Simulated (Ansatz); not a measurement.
**CuNi3: magnetic order and moments**

This session on CuNi3 sets out to test the held total moment.

Method: DFT PBEsol, scalar-relativistic, plane waves, PAW, in Ansatz 0.2.0.

## (1) The system as given

It takes space group Cmmm (No. 65, orthorhombic). The conventional cell has a = 2.790 Å, b = 3.974 Å, c = 7.935 Å, α = 90.00°, β = 90.00°, γ = 90.00°. Cu (site symmetry mmm) is surrounded by 6 Cu at 2.43 to 2.79 Å and 8 Ni at 2.46 to 2.83 Å. Around Ni (site symmetry mm2) lie 6 Ni at 2.39 to 2.43 Å and 2 Cu at 2.46 Å. Ni (site symmetry mmm) has 8 Ni at 2.39 to 2.43 Å as nearest neighbours.

As a file:

```xyz
4
Lattice="1.3952 -1.9872 0.0000 1.3952 1.9872 0.0000 0.0000 0.0000 7.9349" Properties=species:S:1:pos:R:3 pbc="T T T"
Cu    0.0000    0.0000    0.0000
Ni    1.3952    0.0000    5.9140
Ni    0.0000    0.0000    3.9674
Ni    1.3952    0.0000    2.0209
```

The structure comes from the Materials Project (structure only); it is used as listed.

## (2) The base input

input.yaml

```yaml
crystal:
  lattice:
    - [1.395212, -1.987154, 0.0]
    - [1.395212, 1.987154, 0.0]
    - [0.0, 0.0, 7.934886]
  atoms:
    - { symbol: Cu, position: [0.0, 0.0, 0.0] }
    - { symbol: Ni, position: [0.5, 0.5, 0.745314], spin: 0.53 }
    - { symbol: Ni, position: [0.0, 0.0, 0.5], spin: 0.66 }
    - { symbol: Ni, position: [0.5, 0.5, 0.254686], spin: 0.53 }
basis:
  ecutwfc: 420
kpoints:
  mp_grid: { grid: [18, 18, 6] }
hamiltonian:
  xc: pbesol
scf:
  occupations: { method: gaussian, width: 0.1 }
output:
  forces: true
  stress: true
  eigenvalues: true
  populations: true
magnetization:
  spin_polarized: true
```

It was run beforehand and gave: -6000.8205 eV/atom at zero smearing, pressure -6.16 GPa, largest force 0.023 eV/Å, no gap on the mesh, site moments Ni +0.46 (×2), Ni +0.58 μB, in 19 SCF cycles and 2.9 min.

## (3) Held total moment: 0 μB

input.yaml

```yaml
crystal:
  lattice:
    - [1.395212, -1.987154, 0.0]
    - [1.395212, 1.987154, 0.0]
    - [0.0, 0.0, 7.934886]
  atoms:
    - { symbol: Cu, position: [0.0, 0.0, 0.0] }
    - { symbol: Ni, position: [0.5, 0.5, 0.745314] }
    - { symbol: Ni, position: [0.0, 0.0, 0.5] }
    - { symbol: Ni, position: [0.5, 0.5, 0.254686] }
basis:
  ecutwfc: 420
kpoints:
  mp_grid: { grid: [18, 18, 6] }
hamiltonian:
  xc: pbesol
scf:
  occupations: { method: gaussian, width: 0.1 }
  lower_state_search: "off"
output:
  forces: true
  stress: true
  eigenvalues: true
magnetization:
  spin_polarized: true
  initial_magnetization: 0.0
  spin_locking: { lock_magnetization: hard }
```

Launch:

```
$ ansatz run input.yaml --threads 1 --pin off --max-ram 2560MiB --backend cpu --events-out ev --progress --plain --runs-dir out
```

## (4) Held total moment set to 1.12 μB

Changes to input.yaml since step 3:

```diff
@@ -25,3 +25,3 @@
   spin_polarized: true
-  initial_magnetization: 0.0
+  initial_magnetization: 1.12
   spin_locking: { lock_magnetization: hard }
```

## (5) Held total moment set to 2.25 μB

Changes to input.yaml since step 4:

```diff
@@ -25,3 +25,3 @@
   spin_polarized: true
-  initial_magnetization: 1.12
+  initial_magnetization: 2.25
   spin_locking: { lock_magnetization: hard }
```

## (6) Held total moment set to 3.38 μB

Changes to input.yaml since step 5:

```diff
@@ -25,3 +25,3 @@
   spin_polarized: true
-  initial_magnetization: 2.25
+  initial_magnetization: 3.38
   spin_locking: { lock_magnetization: hard }
```

## (7) Held total moment: 4.5 μB

Changes to input.yaml since step 6:

```diff
@@ -25,3 +25,3 @@
   spin_polarized: true
-  initial_magnetization: 3.38
+  initial_magnetization: 4.5
   spin_locking: { lock_magnetization: hard }
```

(Steps that only read results are left out.)

Q: Predict the outcome of the series: the values and the trend.

The runs gave:

| quantity | value |
| --- | --- |
| held moment of lowest energy | 1.12 μB/cell |

**Reading.** The energy is lowest at 1.12 μB per cell on this grid, 8.53 meV/atom under the state without net moment. The pressure climbs by 9.6 GPa from the first to the last point: a larger moment wants a larger cell.
